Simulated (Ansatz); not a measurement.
# C2H6AlFSi: the cost of one run

Program: Ansatz 0.2.0. Level of theory: RKS PBE0-D4/6-31G*. These are calculated values, not measurements.

### Step 1. The structure to begin with

Bond lengths: F1–Al2 1.763 Å, Al2–C3 1.978 Å, C3–Si4 1.936 Å, Al2–C5 2.017 Å, Si4–C5 1.912 Å, C3–H6 1.110 Å, C3–H7 1.104 Å, Si4–H8 1.469 Å, Si4–H9 1.412 Å, C5–H10 1.077 Å, C5–H11 1.103 Å. Angles (14 of 21 angles, heavy atoms first): F1–Al2–C3 138.4°, F1–Al2–C5 139.3°, C3–Al2–C5 82.2°, Al2–C3–Si4 96.1°, C3–Si4–C5 86.1°, Al2–C5–Si4 95.6°, Al2–C3–H6 114.2°, Al2–C3–H7 116.0°, Si4–C3–H6 108.9°, Si4–C3–H7 109.6°, C3–Si4–H8 111.1°, C3–Si4–H9 111.1°, C5–Si4–H8 111.5°, C5–Si4–H9 113.5°.

As a file:

```xyz
11

F    -3.1304   -1.0738   -0.6179
Al   -1.4985   -0.4886   -0.2980
C    -0.2719   -0.2943    1.2412
Si    1.2306    0.3799    0.2228
C     0.0922    0.2332   -1.3060
H     0.0178   -1.2554    1.7153
H    -0.5651    0.4489    2.0038
H     1.5063    1.7836    0.5547
H     2.2980   -0.5439    0.2198
H     0.5043   -0.4818   -1.9980
H    -0.1179    1.2351   -1.7172
```

### Step 2. Relaxing end A

Contents of input.yaml:

```yaml
crystal:
  periodic: [false, false, false]
  atoms:
    - { symbol: F, position_ang: [-3.1304, -1.0738, -0.6179] }
    - { symbol: Al, position_ang: [-1.4985, -0.4886, -0.298] }
    - { symbol: C, position_ang: [-0.2719, -0.2943, 1.2412] }
    - { symbol: Si, position_ang: [1.2306, 0.3799, 0.2228] }
    - { symbol: C, position_ang: [0.0922, 0.2332, -1.306] }
    - { symbol: H, position_ang: [0.0178, -1.2554, 1.7153] }
    - { symbol: H, position_ang: [-0.5651, 0.4489, 2.0038] }
    - { symbol: H, position_ang: [1.5063, 1.7836, 0.5547] }
    - { symbol: H, position_ang: [2.298, -0.5439, 0.2198] }
    - { symbol: H, position_ang: [0.5043, -0.4818, -1.998] }
    - { symbol: H, position_ang: [-0.1179, 1.2351, -1.7172] }
basis:
  gaussian: { orbitals: "6-31G*" }
hamiltonian:
  xc: pbe0
  dispersion: d4
relax:
  f_tol: 0.02
  max_steps: 50
```

The run is started by

```
$ ansatz run input.yaml --threads 2 --pin off --max-ram 3072MiB --backend cpu --events-out ev --progress --plain --runs-dir out
```

What time and memory should one allow on 2 threads of Arm Neoverse V1, shared host?

About 21 s, with a peak of 0.2 GiB.
